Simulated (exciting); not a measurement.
# Al3Au: band structure with RPBE

The system is Al3Au.

```xyz
4
Lattice="-2.0780 2.0780 4.1620 2.0780 -2.0780 4.1620 2.0780 2.0780 -4.1620" Properties=species:S:1:pos:R:3 pbc="T T T"
Au    0.0000    0.0000    0.0000
Al    0.0000    0.0000    4.1620
Al    2.0780    0.0000    2.0810
Al    0.0000    2.0780    2.0810
```

The cell comes from a database or a generator and needn't be the stable form of this composition.

The cell isn't the ideal one: volume scaled by 1.08.

```yaml
Program: exciting (release sodium)
Task: band structure
Functional: RPBE
Potentials_or_basis: all-electron LAPW+lo, shipped species files, valence relativity iora*
rgkmax: 6.8
k_mesh: 7 × 7 × 7
Occupations: gaussian, width 0.0272 eV
Spin: no spin polarisation
outputlevel: normal
gmaxvr_cutoff_of_density_and_potential: 14 1/bohr
lmaxapw_and_lmaxmat: 10
lmaxvr: 8
nempty: 18
Valence_relativity: iora*
epsengy: 1e-05 Ha
epspot: 1e-05 Ha
maxscl: 60
Muffin-tin_radii: Au 2.3, Al 2.0 bohr
```

- Band gap on the k mesh: none (metal or under the smearing width)
- All electrons inside the program's atomic spheres: Au 76.76; Al 10.80, 10.79 (radii Au 2.3, Al 2.0 bohr)

Levels at the corners of the path, in eV from the Fermi level:
```csv
point,band 25,band 26,band 27,band 28,band 29,band 30,band 31,band 32,band 33,band 34
Γ,-4.99,-2.43,0.13,0.13,0.20,0.46,0.73,0.73,1.01,1.79
X,-4.64,-4.31,-4.14,-3.68,-2.18,-1.68,2.11,2.84,3.22,3.91
Y,-5.13,-4.45,-4.33,-3.65,-0.83,-0.41,2.61,3.13,3.31,3.96
S,-5.07,-4.66,-4.51,-0.66,0.62,1.37,2.55,2.74,4.66,4.73
Γ,-4.99,-2.43,0.13,0.13,0.20,0.46,0.73,0.73,1.01,1.79
Z,-5.01,-4.94,-2.34,-2.34,-0.43,0.68,4.91,5.40,5.40,6.11
S1,-5.07,-4.66,-4.51,-0.66,0.62,1.37,2.55,2.74,4.66,4.73
N,-5.09,-4.58,-3.34,-1.79,0.47,1.23,1.41,2.57,4.35,4.75
P,-4.61,-4.61,-4.37,-3.54,-1.32,-0.25,-0.05,-0.05,6.94,6.94
Y1,-5.13,-4.45,-4.33,-3.65,-0.83,-0.41,2.61,3.13,3.31,3.96
Z,-5.01,-4.94,-2.34,-2.34,-0.43,0.68,4.91,5.40,5.40,6.11
X,-4.64,-4.31,-4.14,-3.68,-2.18,-1.68,2.11,2.84,3.22,3.91
P,-4.61,-4.61,-4.37,-3.54,-1.32,-0.25,-0.05,-0.05,6.94,6.94
```

States per cell in windows of 0.5 eV (zero at the Fermi level; states under -8 eV left out):
```
from (eV)  total
     -8.0   0.51
     -7.5   0.75
     -7.0   0.79
     -6.5   1.52
     -6.0   1.98
     -5.5   4.94
     -5.0   1.16
     -4.5   1.02
     -4.0   0.81
     -3.5   0.93
     -3.0   0.61
     -2.5   0.54
     -2.0   0.84
     -1.5   0.90
     -1.0   0.73
     -0.5   0.75
      0.0   0.87
      0.5   0.91
      1.0   0.88
      1.5   0.92
      2.0   0.89
      2.5   1.01
      3.0   0.89
      3.5   0.87
      4.0   1.19
      4.5   1.28
      5.0   1.17
      5.5   0.94
      6.0   1.14
      6.5   1.07
      7.0   1.06
      7.5   1.14
```

It took 8.5 min on 1 thread of AMD EPYC 7R43 64-Core Processor (Zen 3), on a shared host, peak memory 0.2 GiB.

Caveat: the tetrahedron DOS on this energy grid can lose part of the weight of narrow d or f bands; spin-orbit coupling is left out, which moves the levels of the heavy elements.
